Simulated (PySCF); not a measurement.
**One shape, several levels: C3H5OSi− (SMILES C#C[SiH-]OC)**

Aim: a comparison of 6 runs (HF/STO-3G, HF/def2-SVP, PBE0/def2-SVP, PBE/6-31+G*, B3LYP/6-311+G**, SVWN5/6-311+G**) of C3H5OSi−. 

Program for the calculation: PySCF 2.14.0.

## 1. The molecule

The species is C3H5OSi− (10 atoms), meant as a singlet with charge -1. As SMILES, `C#C[SiH-]OC`. The coordinates come from a GFN2-xTB relaxation. This is one conformer, not always the lowest.

Bond lengths: C1–C2 1.209 Å, C2–Si3 1.876 Å, Si3–O4 1.718 Å, O4–C5 1.362 Å, C1–H6 1.061 Å, Si3–H7 1.529 Å, C5–H8 1.104 Å, C5–H9 1.104 Å, C5–H10 1.106 Å. Some angles: C1–C2–Si3 165.5°, C2–Si3–O4 103.9°, Si3–O4–C5 120.4°, C2–C1–H6 177.3°, C2–Si3–H7 96.7°, O4–Si3–H7 100.6°, O4–C5–H8 110.1°, O4–C5–H9 111.9°, O4–C5–H10 112.2°, H8–C5–H9 107.8°.

## 2. Energy and gradient at HF/STO-3G (run 1)

Contents of input.py:

```python
# C#C[SiH-]OC
from pyscf import gto

molecule = gto.M(
    atom='''
C     -1.172330     1.902690     1.311490
C     -0.201470     1.275230     0.955800
Si     1.422380     0.714560     0.202220
O      0.946970    -0.195070    -1.175780
C      0.036420    -1.200380    -1.057230
H     -2.037730     2.413370     1.650570
H      1.701140    -0.410840     1.199300
H     -0.116590    -1.690540    -2.034200
H     -0.943250    -0.830450    -0.708730
H      0.364480    -1.978580    -0.343440
''',
    max_memory=1860,
    verbose=4,
    basis='sto-3g',
    charge=-1,
)

myscf = molecule.RHF()
myscf.conv_tol = 1e-10
myscf.kernel()
if not myscf.converged:
    myscf = myscf.newton().run(myscf.mo_coeff, myscf.mo_occ)

e_final = myscf.e_tot
print('E(%s) = %.9f' % ('HF', e_final))
grad = myscf.nuc_grad_method().kernel()
myscf.analyze()
```

Run with:

```bash
$ OMP_NUM_THREADS=1 python input.py
```

Standard output:

```text
PySCF version 2.14.0

[... 68 lines left out ...]
converged SCF energy = -474.334624905127
[... 22 lines left out ...]
MO #2   energy= -19.917073338336   occ= 2
[... 7 lines left out ...]
MO #10  energy= -1.02360159466487  occ= 2
[... 7 lines left out ...]
MO #18  energy= -0.174365122312425 occ= 2
[... 7 lines left out ...]
MO #26  energy= 0.775166535154663  occ= 0
[... 7 lines left out ...]
MO #34  energy= 1.6596648067149    occ= 0
[... 48 lines left out ...]
WARN: System has nonzero charge -1; the dipole moment is origin-dependent.
Location of origin: [0. 0. 0.]

Dipole moment(X, Y, Z, Debye): -3.79038, -3.16375, -0.80255
```

Wall time 2.6 s (1 thread of Intel Xeon at 2.70GHz, shared host); peak memory 0.12 GiB.

## 3. Energy and gradient at HF/def2-SVP (run 2)

Contents of run.py:

```python
# C#C[SiH-]OC
from pyscf import gto, scf

molecule = gto.M(
    atom='''
C       -1.172330       1.902690       1.311490
C       -0.201470       1.275230       0.955800
Si       1.422380       0.714560       0.202220
O        0.946970      -0.195070      -1.175780
C        0.036420      -1.200380      -1.057230
H       -2.037730       2.413370       1.650570
H        1.701140      -0.410840       1.199300
H       -0.116590      -1.690540      -2.034200
H       -0.943250      -0.830450      -0.708730
H        0.364480      -1.978580      -0.343440
''',
    max_memory=1860,
    verbose=3,
    charge=-1,
    basis='def2-svp',
    spin=0,
)

mf = scf.RHF(molecule)
mf.conv_tol = 1e-10
mf.kernel()
if not mf.converged:
    mf = mf.newton().run(mf.mo_coeff, mf.mo_occ)

e_final = mf.e_tot
print(f'total energy: {e_final:.8f} hartree')
grad = mf.nuc_grad_method().kernel()
mf.analyze()
```

Run with:

```bash
$ OMP_NUM_THREADS=1 python run.py
```

Standard output:

```text
converged SCF energy = -480.008407964354
[... 23 lines left out ...]
MO #14  energy= -0.519479089429171 occ= 2
[... 16 lines left out ...]
MO #31  energy= 0.449830141773928  occ= 0
[... 16 lines left out ...]
MO #48  energy= 1.02011309273169   occ= 0
[... 16 lines left out ...]
MO #65  energy= 1.78711339295263   occ= 0
[... 16 lines left out ...]
MO #82  energy= 2.4461124203476    occ= 0
[... 16 lines left out ...]
MO #99  energy= 4.20564126998453   occ= 0
[... 12 lines left out ...]
WARN: System has nonzero charge -1; the dipole moment is origin-dependent.
Location of origin: [0. 0. 0.]

Dipole moment(X, Y, Z, Debye): -5.82597, -3.94182, -0.64542
```

Run time: 11 s. Hardware: 1 thread of Intel Xeon at 2.70GHz, shared host; peak memory 0.21 GiB.

Runs 3 to 5 aren't shown in full; the table further down has their settings and results.

## 4. Energy and forces at SVWN5/6-311+G(d,p) (run 6)

Contents of run.py:

```python
import pyscf.grad
from pyscf import gto, dft

molecule = gto.M(
    atom=[
    ('C', (-1.172330, 1.902690, 1.311490)),
    ('C', (-0.201470, 1.275230, 0.955800)),
    ('Si', (1.422380, 0.714560, 0.202220)),
    ('O', (0.946970, -0.195070, -1.175780)),
    ('C', (0.036420, -1.200380, -1.057230)),
    ('H', (-2.037730, 2.413370, 1.650570)),
    ('H', (1.701140, -0.410840, 1.199300)),
    ('H', (-0.116590, -1.690540, -2.034200)),
    ('H', (-0.943250, -0.830450, -0.708730)),
    ('H', (0.364480, -1.978580, -0.343440)),
],
    max_memory=1860,
    basis='6-311+g**',
    charge=-1,
    verbose=3,
)

calc0 = dft.RKS(molecule, xc='svwn')
calc0.conv_tol = 1e-10
calc0.grids.level = 5
calc0.kernel()
if not calc0.converged:
    calc0 = calc0.newton().run(calc0.mo_coeff, calc0.mo_occ)

e_tot = calc0.e_tot
print(f'total energy: {e_tot:.8f} hartree')
grad = calc0.Gradients().kernel()
calc0.analyze()
```

Run with:

```bash
$ OMP_NUM_THREADS=1 python run.py
```

Standard output:

```text
converged SCF energy = -479.29320126512
[... 32 lines left out ...]
MO #23  energy= 0.021965600842762  occ= 2
[... 24 lines left out ...]
MO #48  energy= 0.350427519661672  occ= 0
[... 24 lines left out ...]
MO #73  energy= 0.869773464451288  occ= 0
[... 24 lines left out ...]
MO #98  energy= 1.70104422643378   occ= 0
[... 24 lines left out ...]
MO #123 energy= 2.90835098907281   occ= 0
[... 24 lines left out ...]
MO #148 energy= 141.159960268879   occ= 0
[... 12 lines left out ...]
WARN: System has nonzero charge -1; the dipole moment is origin-dependent.
Location of origin: [0. 0. 0.]

Dipole moment(X, Y, Z, Debye): -5.37057, -3.99952, -0.71155
```

Wall time 69 s (1 thread of Intel Xeon at 2.70GHz, shared host); peak memory 1.1 GiB.

## 5. The series

| run | level | integration grid | energy (Eh) | HOMO energy (eV) | LUMO energy (eV) | HOMO–LUMO gap (eV) | wall time |
| --- | --- | --- | --- | --- | --- | --- | --- |
| 1 | HF/STO-3G | – | -474.334625 | 1.98 | 16.57 | 14.58 | 2.6 s |
| 2 | HF/def2-SVP | – | -480.008408 | -1.74 | 8.92 | 10.66 | 11 s |
| 3 | PBE0/def2-SVP | 5 | -481.411097 | 0.33 | 5.31 | 4.97 | 52 s |
| 4 | PBE/6-31+G* (spherical functions) | 5 | -481.602897 | 0.75 | 3.06 | 2.32 | 68 s |
| 5 | B3LYP/6-311+G** | 5 | -482.099431 | 0.02 | 3.26 | 3.24 | 1.8 min |
| 6 | SVWN5/6-311+G** | 5 | -479.293201 | 0.60 | 3.06 | 2.46 | 69 s |

## 6. Results

| quantity | value |
| --- | --- |
| run 6: total energy | -479.29320 Eh |
| run 6: HOMO energy | 0.60 eV |
| run 6: LUMO energy | 3.06 eV |
| run 6: HOMO–LUMO gap (to an unbound level, set by the basis) | 2.46 eV |
| run 6: largest force on an atom | 1.864 eV/Å |

**Reading.** The HOMO–LUMO gap runs from 2.32 eV (PBE/6-31+G*) to 14.58 eV (HF/STO-3G). The two ends differ in method and basis. The empty levels of an anion lie above zero and hang on the basis. Totals of different functionals can't be ranked against each other. In runs 1, 3, 4, 5, 6 the HOMO lies above zero, so the outermost electron may be held by the basis alone. In run 1 the basis is minimal, so the values are rough. All runs together took 5.2 min, the longest 1.8 min.
